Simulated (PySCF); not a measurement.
**C₅H₁₅FOSi₂: NMR shifts in solvents**

Aim: compute the NMR shifts of C₅H₁₅FOSi₂ (`CC(C)(C)[Si@H](CF)O[SiH3]`), and see what a dielectric continuum does where one was used.

Computed with PySCF 2.14.0, with density-fitted response routines of our own, on a single molecule, in the gas phase or a continuum. Atoms are numbered from 0 throughout.

## 1. Starting geometry

24 atoms, charge 0, multiplicity 1; geometry from: GFN2-xTB.

Bonds of the start (Å): C0–C1 1.53, C1–C2 1.53, C1–C3 1.53, C1–Si4 1.92, Si4–C5 1.92, C5–F6 1.38, Si4–O7 1.62, O7–Si8 1.63, C0–H9 1.09, C0–H10 1.09, C0–H11 1.09, C2–H12 1.09, C2–H13 1.09, C2–H14 1.09, C3–H15 1.09, C3–H16 1.09, C3–H17 1.09, Si4–H18 1.47, C5–H19 1.09, C5–H20 1.09, Si8–H21 1.46, Si8–H22 1.46, Si8–H23 1.46.

## 2. Relaxing the molecule at PBE0-D3(BJ)/def2-SVP

The job: settings as JSON, then the geometry in Å.

```
{"job": {"xc": "PBE0", "basis": "def2-SVP", "d3": "d3bj", "grid": 1, "kind": "geom"}, "charge": 0, "multiplicity": 1}
C     -0.974431    -1.045051    -1.342135
C     -0.926262    -0.338025     0.014522
C     -1.437305     1.095829    -0.163356
C     -1.849576    -1.073745     0.989683
Si     0.872882    -0.343100     0.677110
C      1.100945     0.825365     2.179583
F      0.232226     0.505154     3.205241
O      1.906019     0.262974    -0.416386
Si     2.535002     0.517282    -1.893510
H     -1.994350    -1.062747    -1.725444
H     -0.344737    -0.529988    -2.065072
H     -0.624007    -2.071474    -1.256951
H     -2.433642     1.089345    -0.605413
H     -0.778029     1.663523    -0.817780
H     -1.499879     1.605368     0.795558
H     -1.547923    -2.113248     1.096911
H     -2.877414    -1.052450     0.628654
H     -1.822806    -0.610590     1.972656
H      1.327458    -1.697970     1.000131
H      2.107032     0.749910     2.597439
H      0.913293     1.873823     1.934127
H      2.359225    -0.697305    -2.687949
H      3.937876     0.822317    -1.634830
H      1.806668     1.644566    -2.475231
```

The program printed:

```text
step   0  E = -952.57523225  max force = 0.019935
step   1  E = -952.58303010  max force = 0.004310
step   2  E = -952.58342536  max force = 0.002043
step   3  E = -952.58347445  max force = 0.000953
step   4  E = -952.58351285  max force = 0.000533
step   5  E = -952.58358260  max force = 0.001638
step   6  E = -952.58344660  max force = 0.003623
step   7  E = -952.58361717  max force = 0.002409
step   8  E = -952.58366115  max force = 0.001334
step   9  E = -952.58368328  max force = 0.000255
step  10  E = -952.58368679  max force = 0.000347
optimisation converged
```

Run time: 4.6 min. Hardware: 1 thread, shared host.

The steps of the relaxation: (the energy doesn't fall at every step)

```tsv
step	energy from step 0 (eV)	largest force component (eV/Å)
0	0.0000	1.0251
1	-0.2122	0.2216
2	-0.2229	0.1051
3	-0.2243	0.0490
4	-0.2253	0.0274
5	-0.2272	0.0842
6	-0.2235	0.1863
7	-0.2282	0.1239
8	-0.2294	0.0686
9	-0.2300	0.0131
10	-0.2301	0.0178
```

Close pairs (by a distance rule), those that changed most:

```tsv
bond	before (Å)	after (Å)	change (Å)
Si4–O7	1.622	1.664	+0.042
Si8–H21	1.462	1.495	+0.033
Si8–H22	1.459	1.491	+0.032
Si8–H23	1.463	1.495	+0.032
Si4–H18	1.465	1.497	+0.031
O7–Si8	1.625	1.653	+0.027
C1–Si4	1.917	1.893	-0.024
Si4–C5	1.917	1.897	-0.020
```

The final coordinates are the input of the step that follows.

```tsv
at the end point	value
point group (found at 0.08 Å tolerance)	C1
rotational constants (GHz, main isotopes)	1.385, 0.812, 0.598
dipole moment (D)	1.27
```

## 3. Nuclear shieldings: PBE0/pcSseg-1 in benzene

The job: settings as JSON, then the geometry in Å.

```
{"job": {"kind": "nmr", "xc": "PBE0", "basis": "pcSseg-1", "solvent": "benzene", "pop": true}, "charge": 0, "multiplicity": 1}
C     -0.987094    -1.013654    -1.137982
C     -0.981398    -0.346486     0.240749
C     -1.455025     1.104924     0.123705
C     -1.891442    -1.122816     1.198884
Si     0.780963    -0.385230     0.931441
C      0.944539     0.642500     2.517053
F      0.012295     0.245891     3.460958
O      1.866031     0.320812    -0.113698
Si     2.508259     0.481087    -1.628049
H     -2.016376    -1.060618    -1.535554
H     -0.383665    -0.456632    -1.873030
H     -0.603958    -2.046673    -1.098506
H     -2.462255     1.145454    -0.327262
H     -0.785144     1.706984    -0.511711
H     -1.519389     1.592707     1.109304
H     -1.586189    -2.178191     1.285972
H     -2.932392    -1.110123     0.830087
H     -1.882980    -0.687298     2.209269
H      1.182722    -1.803762     1.188174
H      1.956297     0.546390     2.949055
H      0.793133     1.713011     2.289206
H      2.682587    -0.856080    -2.272901
H      3.834078     1.153441    -1.515355
H      1.610551     1.315273    -2.483722
```

Level: GIAO PBE0/pcSseg-1 NMR shielding, non-relativistic, IEF-PCM benzene.

The program printed:

```text
coarse grid: 20152 points
cycle   1  E = -952.7476916333  dE =  5.734e-01  |g| = 8.843e-01  |ddm| = 4.181e+00
cycle   2  E = -952.5451452276  dE =  2.025e-01  |g| = 1.367e+00  |ddm| = 1.733e+00
cycle   3  E = -952.8886308724  dE = -3.435e-01  |g| = 1.446e-01  |ddm| = 1.226e+00
cycle   4  E = -952.8923188201  dE = -3.688e-03  |g| = 5.636e-02  |ddm| = 1.576e-01
cycle   5  E = -952.8929154955  dE = -5.967e-04  |g| = 1.257e-02  |ddm| = 4.715e-02
cycle   6  E = -952.8929417268  dE = -2.623e-05  |g| = 4.147e-03  |ddm| = 1.123e-02
cycle   7  E = -952.8929451877  dE = -3.461e-06  |g| = 5.040e-04  |ddm| = 2.998e-03
final grid: 183288 points
cycle   8  E = -952.9635426353  dE = -5.237e-05  |g| = 1.208e-02  |ddm| = 3.285e-02
cycle   9  E = -952.9635129247  dE =  2.971e-05  |g| = 1.720e-02  |ddm| = 2.302e-02
cycle  10  E = -952.9635752257  dE = -6.230e-05  |g| = 1.760e-03  |ddm| = 1.373e-02
cycle  11  E = -952.9635758143  dE = -5.886e-07  |g| = 3.265e-04  |ddm| = 1.440e-03
cycle  12  E = -952.9635758313  dE = -1.696e-08  |g| = 1.315e-04  |ddm| = 3.424e-04
cycle  13  E = -952.9635758341  dE = -2.825e-09  |g| = 3.324e-05  |ddm| = 1.101e-04
cycle  14  E = -952.9635758343  dE = -1.939e-10  |g| = 4.651e-06  |ddm| = 3.113e-05
converged SCF energy = -952.9635758343

GIAO shielding tensors (ppm)
atom      isotropic    diamagn.    paramagn.     s11        s22        s33       span
  0 C      157.112     250.447     -93.335    143.400    143.832    184.103     40.703
  1 C      165.099     251.577     -86.478    161.665    162.660    170.973      9.308
  2 C      159.681     249.960     -90.279    145.596    148.670    184.778     39.182
  3 C      159.973     248.143     -88.170    146.129    148.008    185.782     39.653
  4 Si     353.376     881.777    -528.401    324.259    353.127    382.741     58.483
  5 C      108.128     253.355    -145.227     59.135     79.512    185.738    126.603
  6 F      483.205     474.269       8.936    430.476    491.586    527.553     97.077
  7 O      324.665     402.728     -78.063    269.683    349.885    354.427     84.744
  8 Si     390.393     878.771    -488.379    345.264    356.545    469.369    124.105
  9 H       30.337      32.196      -1.860     26.663     27.929     36.419      9.756
 10 H       30.067      33.982      -3.915     25.392     28.725     36.085     10.693
 11 H       30.109      32.562      -2.453     26.565     27.221     36.541      9.976
 12 H       30.377      32.119      -1.741     26.747     27.867     36.517      9.769
 13 H       30.000      33.418      -3.418     25.455     28.689     35.855     10.400
 14 H       29.988      32.769      -2.781     25.542     28.229     36.194     10.653
 15 H       30.383      30.811      -0.428     26.526     27.668     36.955     10.429
 16 H       30.560      30.655      -0.094     26.946     27.923     36.813      9.867
 17 H       30.023      30.675      -0.651     24.292     29.448     36.330     12.039
 18 H       26.536      31.031      -4.496     23.424     24.998     31.184      7.760
 19 H       26.501      28.448      -1.948     22.158     26.765     30.579      8.421
 20 H       26.612      31.476      -4.864     23.039     27.119     29.678      6.639
 21 H       26.212      28.939      -2.727     22.953     24.511     31.172      8.219
 22 H       26.311      27.614      -1.303     22.625     24.294     32.014      9.388
 23 H       26.129      29.968      -3.839     22.283     25.372     30.731      8.448
```

Run time: 52 s. Hardware: 1 thread, shared host.

Shifts follow as δ = σ(reference) − σ, with reference shieldings (ppm) from runs at the same level and on the same kind of geometry: ¹H TMS 31.25, ¹³C TMS 184.9, ²⁹Si TMS 351.9, ¹⁹F CFCl3 178.7, ¹⁷O H2O 338.8. The references are single molecules in the same continuum, so shifts against H2O, NH3, PH3, H3PO4 or CFCl3 are not on the usual liquid scales and can be off by tens of ppm. Atoms listed in one row are averaged.

```tsv
atoms	environment	σ (ppm)	δ (ppm)
C5	sp3 CH2 bonded to F and Si	108.1	76.7
C0, C2, C3	methyl carbon	158.9	26.0
C1	fully substituted sp3 carbon bonded to Si	165.1	19.8
H21, H22, H23	hydrogen on a silicon bonded to O	26.22	5.04
H19	hydrogen on an sp3 CH2 bonded to F and Si	26.50	4.75
H18	hydrogen on a silicon bonded to 2 C, O	26.54	4.72
H20	hydrogen on an sp3 CH2 bonded to F and Si	26.61	4.64
H9, H10, H11, H12, H13 and 4 more	hydrogen on a methyl carbon	30.20	1.05
Si4	silicon bonded to 2 C, O, H	353.4	-1.5
Si8	silicon bonded to O, 3 H	390.4	-38.5
F6	fluorine on an sp3 carbon	483.2	-304.5
O7	oxygen bonded to 2 Si	324.7	14.1
```

The run also stored atomic charges by several schemes (e):

```tsv
atoms	Mulliken	IAO	Hirshfeld	ESP fit
C0, C2, C3	-0.21	-0.41	-0.12	-0.55
C1	-0.77	-0.23	-0.06	0.54
Si4	1.04	1.12	0.41	0.56
C5	-0.17	-0.26	-0.07	-0.16
F6	-0.35	-0.33	-0.12	-0.23
O7	-0.78	-0.87	-0.31	-0.50
Si8	0.69	0.85	0.39	0.55
```

Mayer bond orders: C0–C1 1.02, C1–C2 1.01, C1–C3 1.01, C1–Si4 0.83, Si4–C5 0.90, C5–F6 0.83, Si4–O7 0.87, O7–Si8 0.91.

## 4. NMR shieldings: PBE0/pcSseg-1 in dimethylsulfoxide

Settings changed since step 3:

```diff
@@ -1,2 +1,2 @@
-{"job": {"kind": "nmr", "xc": "PBE0", "basis": "pcSseg-1", "solvent": "benzene", "pop": true}, "charge": 0, "multiplicity": 1}
+{"job": {"kind": "nmr", "xc": "PBE0", "basis": "pcSseg-1", "solvent": "dimethylsulfoxide", "pop": false}, "charge": 0, "multiplicity": 1}
 C     -0.987094    -1.013654    -1.137982
```

Level: GIAO PBE0/pcSseg-1 NMR shielding, non-relativistic, IEF-PCM dimethylsulfoxide.

The program printed:

```text
coarse grid: 20152 points
cycle   1  E = -952.7516800904  dE =  5.697e-01  |g| = 8.809e-01  |ddm| = 4.181e+00
cycle   2  E = -952.5562435008  dE =  1.954e-01  |g| = 1.351e+00  |ddm| = 1.708e+00
cycle   3  E = -952.8910715088  dE = -3.348e-01  |g| = 1.420e-01  |ddm| = 1.202e+00
cycle   4  E = -952.8946116172  dE = -3.540e-03  |g| = 5.345e-02  |ddm| = 1.488e-01
cycle   5  E = -952.8951537815  dE = -5.422e-04  |g| = 1.177e-02  |ddm| = 4.435e-02
cycle   6  E = -952.8951769248  dE = -2.314e-05  |g| = 3.944e-03  |ddm| = 1.062e-02
cycle   7  E = -952.8951800410  dE = -3.116e-06  |g| = 4.888e-04  |ddm| = 2.817e-03
final grid: 183288 points
cycle   8  E = -952.9657759801  dE = -5.252e-05  |g| = 1.204e-02  |ddm| = 3.283e-02
cycle   9  E = -952.9657476526  dE =  2.833e-05  |g| = 1.702e-02  |ddm| = 2.281e-02
cycle  10  E = -952.9658084573  dE = -6.080e-05  |g| = 1.756e-03  |ddm| = 1.338e-02
cycle  11  E = -952.9658090415  dE = -5.842e-07  |g| = 3.065e-04  |ddm| = 1.400e-03
cycle  12  E = -952.9658090563  dE = -1.479e-08  |g| = 1.286e-04  |ddm| = 3.284e-04
cycle  13  E = -952.9658090590  dE = -2.713e-09  |g| = 3.195e-05  |ddm| = 1.061e-04
cycle  14  E = -952.9658090592  dE = -1.764e-10  |g| = 4.323e-06  |ddm| = 2.958e-05
converged SCF energy = -952.9658090592

GIAO shielding tensors (ppm)
atom      isotropic    diamagn.    paramagn.     s11        s22        s33       span
  0 C      157.596     250.568     -92.972    143.852    144.388    184.547     40.696
  1 C      165.034     251.415     -86.381    161.716    162.657    170.729      9.013
  2 C      159.985     250.078     -90.093    145.795    149.045    185.114     39.319
  3 C      160.284     248.405     -88.121    146.103    148.543    186.205     40.101
  4 Si     353.282     881.795    -528.513    323.838    352.790    383.217     59.378
  5 C      107.660     253.622    -145.962     58.064     78.570    186.348    128.283
  6 F      486.385     474.794      11.591    432.650    495.840    530.666     98.017
  7 O      324.804     402.750     -77.946    270.407    349.848    354.158     83.751
  8 Si     390.033     878.737    -488.705    345.311    356.105    468.682    123.371
  9 H       30.306      32.169      -1.863     26.596     27.906     36.418      9.822
 10 H       30.024      33.949      -3.924     25.333     28.667     36.073     10.740
 11 H       30.079      32.532      -2.453     26.510     27.184     36.543     10.033
 12 H       30.352      32.109      -1.757     26.705     27.851     36.499      9.794
 13 H       29.948      33.391      -3.442     25.382     28.632     35.831     10.449
 14 H       29.982      32.777      -2.795     25.515     28.222     36.208     10.693
 15 H       30.356      30.836      -0.479     26.506     27.636     36.927     10.421
 16 H       30.505      30.656      -0.151     26.881     27.869     36.766      9.885
 17 H       30.149      30.880      -0.731     24.437     29.594     36.416     11.979
 18 H       26.568      31.111      -4.543     23.463     25.045     31.197      7.734
 19 H       26.375      28.353      -1.978     22.028     26.623     30.473      8.445
 20 H       26.455      31.380      -4.925     22.862     26.976     29.525      6.663
 21 H       26.223      28.947      -2.724     22.964     24.524     31.182      8.218
 22 H       26.330      27.633      -1.302     22.639     24.319     32.033      9.393
 23 H       26.120      29.946      -3.826     22.274     25.369     30.718      8.444
```

It took 47 s on 1 thread, shared host.

Key values: δ C5 77.8, C0 26.2, C1 20.4, Si4 -1.5, H21 5.01, H19 4.86 ppm (means over like atoms).

## 5. Run by run: NMR shifts

Shifts (ppm) of some atoms, chosen among heavy atoms and hydrogens apart, means over like atoms, with basis size and wall time:

```tsv
run	C5	C0	C1	H19	H20	F6	O7	functions	time
PBE0/pcSseg-1 in benzene	76.7	26.0	19.8	4.75	4.64	-304.5	14.1	242	52 s
PBE0/pcSseg-1 in dimethylsulfoxide	77.8	26.2	20.4	4.86	4.78	-305.8	18.3	242	47 s
```

The continuum's effect on the ground state:

```tsv
solvent	ε	polarisation energy (Eh)	μ (D)
benzene	2.27	-0.0020	1.58
dimethylsulfoxide	46.83	-0.0045	1.81
```

## 6. Summary of results

```
                                                                        quantity                             value
                                                                     point group                                C1
                                            rotational constants (main isotopes)              1.38, 0.81, 0.60 GHz
¹³C shifts against TMS (PBE0/pcSseg-1, benzene, means over atoms taken as alike)              76.7, 26.0, 19.8 ppm
 ¹H shifts against TMS (PBE0/pcSseg-1, benzene, means over atoms taken as alike)  5.04, 4.75, 4.72, 4.64, 1.05 ppm
                                ²⁹Si shifts against TMS (PBE0/pcSseg-1, benzene)                   -1.5, -38.5 ppm
                               ¹⁹F shifts against CFCl3 (PBE0/pcSseg-1, benzene)                        -304.5 ppm
                                 ¹⁷O shifts against H2O (PBE0/pcSseg-1, benzene)                          14.1 ppm
                                                        range of the shift of O7                  14.1 to 18.3 ppm
```

What this shows: The optimisation took 10 steps and gained 0.230 eV; among the close pairs (by a distance rule), Si4–O7 changed most, from 1.622 to 1.664 Å. No frequency check was run at this level, so the end point may be a saddle. C5 (sp3 CH2 bonded to F and Si) lies farthest downfield among carbon, at 76.7 ppm; pulled downfield by the heteroatom. Across the 2 runs the shift of O7 moves most, between 14.1 (PBE0/pcSseg-1 in benzene) and 18.3 ppm (PBE0/pcSseg-1 in dimethylsulfoxide). Most of that comes from the computed reference, not from the atom's own shielding. The continuum holds electrostatics alone: no hydrogen bonds to the solvent, and the gas-phase geometry is kept.
